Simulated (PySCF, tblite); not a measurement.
# C₇H₁₆Si₂: geometry, infrared bands and NMR shifts

What infrared bands and NMR shifts should C₇H₁₆Si₂ (`C#C[C@@](C)(C[SiH3])C[SiH2]C`) show?

Computed with tblite 0.8.0 and PySCF 2.14.0, with density-fitted response routines of our own, on a single molecule in the gas phase. Atoms count from 0, in the outputs and in this text.

**1. The molecule as given**

25 atoms, charge 0, multiplicity 1; geometry from: force field or distance geometry start.

Bonds of the start (Å): C0–C1 1.20, C1–C2 1.49, C2–C3 1.54, C2–C4 1.56, C4–Si5 1.87, C2–C6 1.57, C6–Si7 1.88, Si7–C8 1.85, C0–H9 1.05, C3–H10 1.09, C3–H11 1.11, C3–H12 1.10, C4–H13 1.10, C4–H14 1.09, Si5–H15 1.48, Si5–H16 1.49, Si5–H17 1.49, C6–H18 1.10, C6–H19 1.09, Si7–H20 1.49, Si7–H21 1.48, C8–H22 1.10, C8–H23 1.10, C8–H24 1.10.

**2. Optimising the geometry with GFN2-xTB**

The job: settings as JSON, then the geometry in Å.

```
{"job": {"kind": "relax", "xc": "GFN2-xTB", "basis": "xTB"}, "charge": 0, "multiplicity": 1}
C      2.365200    -0.808700    -2.361100
C      1.544400    -0.807200    -1.480400
C      0.553200    -0.823200    -0.364300
C     -0.140900    -2.201600    -0.411900
C      1.277500    -0.682700     1.005000
Si     2.264200     0.865200     1.374400
C     -0.494300     0.305100    -0.673000
Si    -1.938100     0.592900     0.497900
C     -2.982100     2.006600    -0.067500
H      3.069800    -0.801000    -3.144000
H     -0.694100    -2.360600    -1.341400
H     -0.845200    -2.344700     0.428500
H      0.594000    -3.015500    -0.322900
H      1.985300    -1.520300     1.101600
H      0.552200    -0.797500     1.814800
H      1.394600     2.067000     1.306900
H      2.816700     0.783000     2.758500
H      3.403400     1.021200     0.434500
H      0.023500     1.266700    -0.768700
H     -0.928500     0.114600    -1.653500
H     -2.775000    -0.635900     0.562800
H     -1.430000     0.858500     1.861200
H     -3.822800     2.180500     0.623800
H     -3.400900     1.822000    -1.068800
H     -2.403000     2.939800    -0.103400
```

The run is started by

```
OMP_NUM_THREADS=1 python probes_run.py task.json out
```

This one command runs all jobs of the session in turn.

What it wrote:

```text
step      E/eV     max force
  0    -721.66117    1.735
  1    -721.75662    0.648
  2    -721.77569    1.630
  3    -721.79491    0.820
  4    -721.81174    0.364
  5    -721.83008    0.265
  6    -721.83515    0.201
  7    -721.83915    0.139
  8    -721.84162    0.120
  9    -721.84418    0.141
 10    -721.84577    0.086
 11    -721.84705    0.104
 12    -721.84843    0.101
 13    -721.85013    0.119
 14    -721.85183    0.096
 15    -721.85335    0.097
 16    -721.85478    0.085
 17    -721.85625    0.091
 18    -721.85760    0.076
 19    -721.85864    0.062
 20    -721.85942    0.064
 21    -721.86010    0.061
 22    -721.86074    0.060
 23    -721.86142    0.058
 24    -721.86218    0.060
 25    -721.86296    0.067
 26    -721.86356    0.054
 27    -721.86392    0.038
 28    -721.86415    0.032
 29    -721.86438    0.037
 30    -721.86460    0.039
 31    -721.86478    0.038
 32    -721.86493    0.029
 33    -721.86511    0.031
 34    -721.86529    0.033
 35    -721.86545    0.030
 36    -721.86557    0.035
 37    -721.86571    0.035
 38    -721.86590    0.044
 39    -721.86612    0.040
 40    -721.86629    0.028
 41    -721.86641    0.026
 42    -721.86654    0.036
 43    -721.86672    0.049
 44    -721.86693    0.040
 45    -721.86711    0.028
 46    -721.86726    0.030
 47    -721.86741    0.034
 48    -721.86759    0.040
 49    -721.86779    0.033
 50    -721.86796    0.036
 51    -721.86812    0.033
 52    -721.86828    0.029
 53    -721.86843    0.027
 54    -721.86855    0.026
 55    -721.86868    0.029
 56    -721.86884    0.030
 57    -721.86902    0.033
 58    -721.86918    0.025
 59    -721.86932    0.028
 60    -721.86944    0.023
 61    -721.86958    0.028
 62    -721.86971    0.024
 63    -721.86982    0.020
 64    -721.86992    0.021
 65    -721.87002    0.027
 66    -721.87014    0.030
 67    -721.87027    0.021
 68    -721.87040    0.021
 69    -721.87053    0.033
 70    -721.87067    0.031
 71    -721.87079    0.023
 72    -721.87090    0.024
 73    -721.87102    0.030
 74    -721.87115    0.033
 75    -721.87125    0.023
 76    -721.87132    0.015
 77    -721.87138    0.014
 78    -721.87143    0.021
 79    -721.87153    0.025
 80    -721.87162    0.021
 81    -721.87170    0.017
 82    -721.87176    0.016
 83    -721.87184    0.023
 84    -721.87196    0.028
 85    -721.87209    0.030
 86    -721.87219    0.020
 87    -721.87226    0.017
 88    -721.87232    0.019
 89    -721.87239    0.022
 90    -721.87245    0.019
 91    -721.87248    0.013
 92    -721.87250    0.014
 93    -721.87254    0.017
 94    -721.87259    0.026
 95    -721.87265    0.025
 96    -721.87269    0.013
 97    -721.87272    0.011
 98    -721.87274    0.015
 99    -721.87278    0.024
100    -721.87282    0.024
101    -721.87285    0.014
102    -721.87288    0.008
```

Run time: 3.6 s. Hardware: 1 thread of Intel Xeon at 2.50GHz, shared host; peak memory 0.18 GiB.

The steps of the relaxation: (not every step is listed)

```
step  energy from step 0 (eV)  largest force (eV/Å)
   0                   0.0000                1.7346
   1                  -0.0955                0.6482
   2                  -0.1145                1.6296
   3                  -0.1337                0.8199
   4                  -0.1506                0.3643
   5                  -0.1689                0.2653
   6                  -0.1740                0.2013
   7                  -0.1780                0.1387
   8                  -0.1805                0.1196
  16                  -0.1936                0.0850
  24                  -0.2010                0.0603
  32                  -0.2038                0.0293
  40                  -0.2051                0.0277
  48                  -0.2064                0.0401
  56                  -0.2077                0.0295
  64                  -0.2088                0.0206
  72                  -0.2097                0.0244
  80                  -0.2105                0.0207
  88                  -0.2111                0.0194
  96                  -0.2115                0.0126
  97                  -0.2115                0.0110
  98                  -0.2116                0.0154
  99                  -0.2116                0.0245
 100                  -0.2117                0.0237
 101                  -0.2117                0.0139
 102                  -0.2117                0.0081
```

Close pairs (by a distance rule), those that changed most:

```
   bond  before (Å)  after (Å)  change (Å)
 Si7–C8       1.846      1.898      +0.051
  C1–C2       1.493      1.458      -0.035
  C2–C6       1.570      1.536      -0.034
 C4–Si5       1.872      1.902      +0.030
Si5–H16       1.493      1.466      -0.027
 C6–Si7       1.881      1.905      +0.024
Si5–H17       1.485      1.462      -0.023
  C2–C4       1.555      1.535      -0.020
```

The end geometry stands in the next job.

**3. Vibrational analysis with GFN2-xTB**

The job: settings as JSON, then the geometry in Å.

```
{"job": {"kind": "ir", "xc": "GFN2-xTB", "basis": "xTB"}, "charge": 0, "multiplicity": 1}
C      2.390577    -0.829488    -2.267355
C      1.569067    -0.836209    -1.396957
C      0.545341    -0.852970    -0.358985
C     -0.166778    -2.210312    -0.434512
C      1.225659    -0.703437     1.009051
Si     2.157256     0.927279     1.311968
C     -0.436119     0.291102    -0.653599
Si    -1.878050     0.547314     0.565303
C     -2.907135     2.006700    -0.076466
H      3.116923    -0.820189    -3.024530
H     -0.673877    -2.322025    -1.390997
H     -0.901502    -2.297007     0.362214
H      0.553277    -3.021225    -0.335011
H      1.933442    -1.529380     1.122070
H      0.469478    -0.839730     1.784837
H      1.219103     2.022819     1.573004
H      3.001212     0.742827     2.496169
H      2.994927     1.260992     0.160735
H      0.137559     1.219618    -0.719123
H     -0.850255     0.124585    -1.652940
H     -2.739336    -0.643308     0.634227
H     -1.402022     0.855664     1.920830
H     -3.752113     2.199180     0.576990
H     -3.299522     1.813462    -1.070770
H     -2.318047     2.917883    -0.127021
```

What it wrote:

```text
mode    cm-1     km/mol
  1      23.3      0.15
  2      73.4      0.03
  3      93.3      0.16
  4      96.4      0.10
  5     110.4      0.13
  6     129.8      0.05
  7     163.7      0.81
  8     175.5      0.11
  9     198.9      0.17
 10     220.9      1.16
 11     231.4      0.34
 12     326.1      0.91
 13     342.9      1.25
 14     373.2      1.17
 15     442.7     47.69
 16     461.9      1.25
 17     481.6      9.65
 18     515.2     37.98
 19     553.6     62.22
 20     598.8      1.21
 21     651.4     34.36
 22     666.8      7.54
 23     689.4     71.01
 24     726.7     36.40
 25     749.0     63.17
 26     766.6     31.45
 27     775.8     15.95
 28     780.2     98.30
 29     787.4    147.56
 30     792.7    286.84
 31     800.2    191.16
 32     808.0    221.79
 33     824.5    128.32
 34     839.6    165.65
 35     851.3    173.64
 36     956.0      3.68
 37     990.8      5.97
 38    1050.4     20.91
 39    1091.6     20.36
 40    1162.4     45.04
 41    1214.0      4.04
 42    1238.4     10.35
 43    1287.7     12.88
 44    1302.1     15.67
 45    1376.5      9.53
 46    1408.1      3.03
 47    1471.8      1.26
 48    1474.6      0.56
 49    1490.8      0.16
 50    1496.0      1.54
 51    1497.0      1.23
 52    1501.8      2.97
 53    2192.5    461.02
 54    2212.8    184.55
 55    2242.9    395.88
 56    2248.0    265.01
 57    2278.4    201.11
 58    2284.4     53.63
 59    2943.6     54.73
 60    2955.1     52.17
 61    2964.3     31.36
 62    2976.8     31.72
 63    3020.7     43.61
 64    3028.2     35.19
 65    3036.1     41.18
 66    3037.8      8.99
 67    3038.4     51.93
 68    3048.6     21.63
 69    3390.6      0.71
```

Wall time 4.8 s (1 thread of Intel Xeon at 2.50GHz, shared host); peak memory 0.18 GiB.

Which atoms move in the most intense modes:

```
cm⁻¹  km/mol                        atoms
 793   286.8           H21 33 %, H20 33 %
 800   191.2  H17 27 %, H15 16 %, C4 15 %
 808   221.8           H15 38 %, H16 34 %
2192   461.0           H20 78 %, H21 17 %
2213   184.6           H21 77 %, H20 19 %
2243   395.9           H15 65 %, H16 29 %
2248   265.0           H16 67 %, H15 30 %
2278   201.1                     H17 89 %
```

**4. Shielding tensors: PBE0/pcSseg-1**

Same as in step 3 but for these lines:

```diff
@@ -1,2 +1,2 @@
-{"job": {"kind": "ir", "xc": "GFN2-xTB", "basis": "xTB"}, "charge": 0, "multiplicity": 1}
+{"job": {"kind": "nmr", "xc": "PBE0", "basis": "pcSseg-1"}, "charge": 0, "multiplicity": 1}
 C      2.390577    -0.829488    -2.267355
```

Level: GIAO PBE0/pcSseg-1 NMR shielding, non-relativistic, gas phase.

What it wrote:

```text
coarse grid: 20776 points
cycle   1  E = -854.5110658666  dE =  6.593e-01  |g| = 5.522e-01  |ddm| = 4.438e+00
cycle   2  E = -854.5051690577  dE =  5.897e-03  |g| = 5.688e-01  |ddm| = 1.105e+00
cycle   3  E = -854.5891111068  dE = -8.394e-02  |g| = 6.514e-02  |ddm| = 5.800e-01
cycle   4  E = -854.5895045980  dE = -3.935e-04  |g| = 5.406e-02  |ddm| = 1.035e-01
cycle   5  E = -854.5901876698  dE = -6.831e-04  |g| = 1.322e-02  |ddm| = 4.660e-02
cycle   6  E = -854.5902300637  dE = -4.239e-05  |g| = 2.412e-03  |ddm| = 1.314e-02
cycle   7  E = -854.5902314591  dE = -1.395e-06  |g| = 5.564e-04  |ddm| = 3.529e-03
final grid: 188264 points
cycle   8  E = -854.6452960790  dE = -6.627e-05  |g| = 8.983e-03  |ddm| = 7.495e-02
cycle   9  E = -854.6452854689  dE =  1.061e-05  |g| = 1.096e-02  |ddm| = 1.999e-02
cycle  10  E = -854.6453159368  dE = -3.047e-05  |g| = 2.449e-03  |ddm| = 1.206e-02
cycle  11  E = -854.6453173625  dE = -1.426e-06  |g| = 5.046e-04  |ddm| = 2.184e-03
cycle  12  E = -854.6453174186  dE = -5.609e-08  |g| = 1.369e-04  |ddm| = 5.887e-04
cycle  13  E = -854.6453174231  dE = -4.432e-09  |g| = 3.426e-05  |ddm| = 1.960e-04
cycle  14  E = -854.6453174233  dE = -2.633e-10  |g| = 8.597e-06  |ddm| = 4.582e-05
converged SCF energy = -854.6453174233

GIAO shielding tensors (ppm)
atom      isotropic    diamagn.    paramagn.     s11        s22        s33       span
  0 C      111.094     259.868    -148.774     44.054     52.903    236.325    192.271
  1 C       87.782     266.663    -178.882    -23.017    -14.020    300.382    323.398
  2 C      155.749     235.218     -79.469    149.368    154.625    163.253     13.885
  3 C      149.883     246.003     -96.120    130.351    137.280    182.019     51.668
  4 C      162.235     250.868     -88.633    147.684    150.196    188.824     41.140
  5 Si     428.365     879.834    -451.469    403.373    414.070    467.652     64.279
  6 C      156.350     254.052     -97.702    137.650    144.913    186.488     48.838
  7 Si     402.845     881.421    -478.576    373.971    400.360    434.203     60.231
  8 C      194.495     251.822     -57.327    191.500    193.235    198.750      7.250
  9 H       30.017      35.553      -5.536     24.736     25.090     40.226     15.490
 10 H       30.237      30.339      -0.102     26.847     27.544     36.321      9.473
 11 H       30.303      31.195      -0.892     25.961     29.547     35.401      9.440
 12 H       30.122      30.188      -0.066     26.619     27.839     35.907      9.288
 13 H       30.512      31.320      -0.808     25.737     29.498     36.300     10.564
 14 H       30.739      32.751      -2.013     27.151     29.664     35.401      8.250
 15 H       27.861      30.037      -2.176     23.579     27.824     32.179      8.601
 16 H       28.008      28.748      -0.740     24.404     25.269     34.352      9.948
 17 H       27.428      29.711      -2.283     23.402     27.228     31.655      8.253
 18 H       30.342      34.233      -3.891     26.466     30.902     33.658      7.192
 19 H       30.408      33.617      -3.209     25.762     30.604     34.860      9.098
 20 H       27.495      30.501      -3.007     23.031     27.553     31.899      8.868
 21 H       27.531      30.944      -3.413     23.297     28.134     31.163      7.866
 22 H       31.563      27.284       4.279     26.586     27.974     40.130     13.544
 23 H       31.659      29.838       1.820     26.705     29.590     38.681     11.976
 24 H       31.613      30.650       0.963     26.567     29.974     38.297     11.730
```

Wall time 3.2 min (1 thread of Intel Xeon at 2.50GHz, shared host); peak memory 1.1 GiB.

The references, computed at this level on geometries of the same kind, shield at (ppm): ¹H TMS 31.72, ¹³C TMS 186.9, ²⁹Si TMS 349.2. Their shielding less the atom's gives the shift. The references are single molecules in the gas phase. Atoms listed in one row are averaged.

```
        atoms                               environment  σ (ppm)  δ (ppm)  δ scaled to CDCl3
           C1                             alkyne carbon     87.8     99.1               94.8
           C0                    terminal alkyne carbon    111.1     75.8               72.1
           C3                             methyl carbon    149.9     37.0               34.2
           C2         propargylic quaternary sp3 carbon    155.7     31.2               28.5
           C6                      sp3 CH2 bonded to Si    156.3     30.6               27.9
           C4                      sp3 CH2 bonded to Si    162.2     24.7               22.2
           C8                methyl carbon bonded to Si    194.5     -7.6               -9.3
          H20       hydrogen on a silicon bonded to 2 C    27.49     4.22                  –
          H21       hydrogen on a silicon bonded to 2 C    27.53     4.19                  –
H15, H16, H17         hydrogen on a silicon bonded to C    27.77     3.95                  –
           H9      hydrogen on a terminal alkyne carbon    30.02     1.70               1.71
H10, H11, H12               hydrogen on a methyl carbon    30.22     1.50               1.52
          H18       hydrogen on an sp3 CH2 bonded to Si    30.34     1.37               1.40
          H19       hydrogen on an sp3 CH2 bonded to Si    30.41     1.31               1.34
          H13       hydrogen on an sp3 CH2 bonded to Si    30.51     1.21               1.24
          H14       hydrogen on an sp3 CH2 bonded to Si    30.74     0.98               1.03
H22, H23, H24  hydrogen on a methyl carbon bonded to Si    31.61     0.11               0.20
          Si7                silicon bonded to 2 C, 2 H    402.8    -53.7                  –
          Si5                  silicon bonded to C, 3 H    428.4    -79.2                  –
```

The scaled column applies a straight-line fit of computed shieldings to shifts measured in CDCl3 (root-mean-square error 0.16 ppm for H, 1.9 ppm for C).

Charges from the same density, by scheme (e):

```
atoms  Mulliken    IAO  Hirshfeld  ESP fit
   C0     -0.45  -0.26      -0.12    -0.43
   C1      0.48  -0.03      -0.03    -0.09
   C2     -0.62   0.05       0.03     0.42
   C3     -0.12  -0.40      -0.11    -0.57
   C4     -0.39  -0.52      -0.15    -0.25
  Si5      0.48   0.59       0.30     0.35
   C6     -0.40  -0.52      -0.15    -0.38
  Si7      0.62   0.75       0.34     0.68
   C8     -0.63  -0.71      -0.21    -0.70
```

Mayer bond orders: C0–C1 2.52, C1–C2 0.88, C2–C3 1.04, C2–C4 1.02, C4–Si5 0.91, C2–C6 1.00, C6–Si7 0.90, Si7–C8 0.96.

Orbitals, density, ELF and potential are computed afterwards from the orbital file.

Frontier orbitals at PBE0/pcSseg-1, with the share of their density that lies nearest to each atom:

```
orbital  energy (eV)                                            lies on
   HOMO        -7.65                           C0 41 %; C1 30 %; C6 7 %
   LUMO         0.76  H13, H14 about 7 % each; 6 H atoms about 6 % each
```

ELF in a plane through or near 6 of the atoms.

Ten even steps from ' ' (0.00) to '@' (1.00):
```
                                                        
                                                        
                                                        
                          ::--..                        
                --**++::::**%%**                        
              ++@@@@@@##--**%%**                        
              ##@@@@@@@@----..        --**::            
              ..##@@@@##..          ::@@@@%%::          
                          ##@@@@::  ::@@@@%%--..        
            ::==++**==::  ##@@@@--  ::****++--..        
          ..--**%%%%==**..--****--  ..**%%@@**..        
          ..==##%%**..**..::@@@@##..  ##@@@@@@..        
          ..--**##%%##++  ..@@@@@@..  --@@@@##          
            ..==++++--..    ==##++                      
              ..::..                                    
                                                        
                                                        
                                                        
                                                        
                                                        
```
The map spans 13.9 Å across and 11.6 Å up, centred on the molecule. Atoms in the plane (x, y in Å): C1 (-1.9, -0.8), H17 (-2.1, 2.2), H18 (0.3, 0.5), H19 (0.7, -1.2), H23 (3.6, -0.7), H24 (3.3, 1.0).

On the surface of density 0.002 e/bohr³ the electrostatic potential runs, from the 1st to the 99th percentile, from -0.80 V near C0 to 1.07 V near H9.

**5. Results**

```
                                                              quantity                                                           value
                             strongest single infrared mode (GFN2-xTB)                                           2192 cm⁻¹, 461 km/mol
                                          zero-point energy (GFN2-xTB)                                                  123.0 kcal/mol
                                ¹³C shifts against TMS (PBE0/pcSseg-1)                    99.1, 75.8, 37.0, 31.2, 30.6, 24.7, -7.6 ppm
¹H shifts against TMS (PBE0/pcSseg-1, means over atoms taken as alike)  4.22, 4.19, 3.95, 1.70, 1.50, 1.37, 1.31, 1.21, 0.98, 0.11 ppm
                               ²⁹Si shifts against TMS (PBE0/pcSseg-1)                                                -53.7, -79.2 ppm
                                 surface potential, 1st and 99th percentile                                              -0.80 V and 1.07 V
```

**Reading.** Relaxing lowered the energy by 0.212 eV in 102 steps; the close pair that moved most is Si7–C8, from 1.846 to 1.898 Å. No mode is imaginary among the 69: a minimum at this level. The strongest single mode, at 2192 cm⁻¹, moves mainly H20. Unscaled tight-binding wavenumbers are off by several per cent, some by more. Its intensities can rank the bands wrongly. At PBE0/pcSseg-1: Shielding is most anisotropic at C1 (span 323 ppm, paramagnetic term -179 ppm).
